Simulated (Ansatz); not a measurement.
An input for Ansatz 0.2.0 (CaGdS2):

The input run.py:

```python
import json

import ase.io
import numpy as np
from ase.calculators.calculator import CalculationFailed, Calculator
from ase.stress import full_3x3_to_voigt_6_stress
from ase.units import GPa

import ansatz as az

class AnsatzCalculator(Calculator):
    implemented_properties = ["energy", "free_energy", "forces", "stress", "magmom"]

    def calculate(self, atoms, properties, system_changes):
        super().calculate(atoms, properties, system_changes)
        structure = atoms.copy()
        structure.set_constraint()
        structure.set_momenta(None)
        structure.set_masses(None)
        outcome = (
            az.Crystal.from_ase(structure)
            .calculation()
            .basis(xc_grid=2)
            .kpoints(7, 7, 5)
            .functional("rpbe")
            .pseudopotentials(kind="uspp")
            .hubbard(projectors="all-electron-ortho-atomic", double_counting="amf")
            .hubbard("Gd", "f", u_eff=6.0)
            .spin("noncollinear", soc=False)
            .scf(tolerance=2e-10)
            .occupations(method="gaussian", width=0.025)
            .forces()
            .stress()
            .run(threads=2)
        )
        if not outcome.report["converged"]:
            raise CalculationFailed("SCF not converged")
        report = outcome.report
        self.results = {
            "free_energy": report["lagrangian_ev"],
            "energy": report["lagrangian_ev"],
            "forces": np.array(report["forces_ev_ang"]),
            "stress": -GPa * full_3x3_to_voigt_6_stress(report["stress_gpa"]),
            "magmom": report["magnetization_mub"],
        }

np.set_printoptions(precision=5, suppress=True, linewidth=110)
atoms = ase.io.read("CaGdS2.cif")
atoms.info.pop("occupancy", None)
atoms.set_initial_magnetic_moments([[4.95, 4.95, 0.0], [0.0, 0.0, 0.0], [0.0, 0.0, 0.0], [0.0, 0.0, 0.0]])
atoms.calc = AnsatzCalculator()
print(f"free energy {atoms.get_potential_energy():.6f} eV")
print("forces (eV/A)", atoms.get_forces(), sep="\n")
print("stress (GPa, Voigt, tension positive)", atoms.get_stress() / GPa, sep="\n")
print(f"moment {atoms.get_magnetic_moment():.4f} muB")
```

The input CaGdS2.cif:

```cif
data_CaGdS2
_cell_length_a 3.97745700
_cell_length_b 3.97745700
_cell_length_c 5.64723900
_cell_angle_alpha 90.00000000
_cell_angle_beta 90.00000000
_cell_angle_gamma 90.00000000
_space_group_name_H-M_alt 'P4/mmm'
_space_group_name_Hall '-P 4 2'
_space_group_IT_number 123
loop_
_space_group_symop_operation_xyz
'x,y,z'
'-x,-y,-z'
'-y,x,z'
'y,-x,-z'
'-x,-y,z'
'x,y,-z'
'y,-x,z'
'-y,x,-z'
'x,-y,-z'
'-x,y,z'
'-y,-x,-z'
'y,x,z'
'-x,y,-z'
'x,-y,z'
'y,x,-z'
'-y,-x,z'
loop_
_atom_site_label
_atom_site_type_symbol
_atom_site_symmetry_multiplicity
_atom_site_Wyckoff_symbol
_atom_site_fract_x
_atom_site_fract_y
_atom_site_fract_z
_atom_site_occupancy
Gd1 Gd 1 d 0.5000000000 0.5000000000 0.5000000000 1
Ca1 Ca 1 a 0.0000000000 0.0000000000 0.0000000000 1
S1 S 1 c 0.5000000000 0.5000000000 0.0000000000 1
S2 S 1 b 0.0000000000 0.0000000000 0.5000000000 1
```

Potentials or basis: Ansatz PAW.

Launch:

```bash
$ python run.py
```

Q: What does the program do with it?

A: The run stopped without a result. It printed:

Output:

```text
Traceback (most recent call last):
  File "run.py", line 54, in <module>
  File "run.py", line 27, in calculate
  [frames inside libraries left out]
ansatz.errors.InputError: .pseudopotentials('uspp'): not one of nc, nc_fr, paw, paw_fr, all_electron  [hamiltonian.pseudopotentials.kind]
```
